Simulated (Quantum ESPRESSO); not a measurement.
Crystal: Mg3TiO4.

```
Ti Mg O
1.0
     4.31366    0.00000    0.00000
     0.00000    4.31366    0.00000
     0.00000    0.00000    4.31366
Ti Mg O
1 3 4
Direct
  0.00000 0.00000 0.00000
  0.50000 0.50000 0.00000
  0.50000 0.00000 0.50000
  0.00000 0.50000 0.50000
  0.00000 0.50000 0.00000
  0.00000 0.00000 0.50000
  0.50000 0.50000 0.50000
  0.50000 0.00000 0.00000
```

The cell comes from a database or a generator and needn't be the stable form of this composition.

Base run:

* Program: Quantum ESPRESSO 7.5
* Functional: LDA
* Potentials or basis: GBRV 1.5 LDA
* Cutoff: 612 eV
* Density cutoff: 4898 eV
* k mesh: 6 × 6 × 6
* Occupations: fermi-dirac, width 0.05 eV
* Spin: no spin polarisation

Its results: band gap on the k mesh none (metal or under the smearing width); pressure -13.5 GPa.

**Question.** The run is repeated on the same cell with these changes: functional from LDA to PBEsol; potentials or basis from GBRV 1.5 LDA to GBRV 1.5 PBEsol. What comes out?

**Answer.** Band gap on the k mesh none (metal or under the smearing width); pressure -7.7 GPa.

Caveats: semilocal functionals often make such compounds metallic where correlation or magnetic order opens a gap, which also shifts bond lengths.
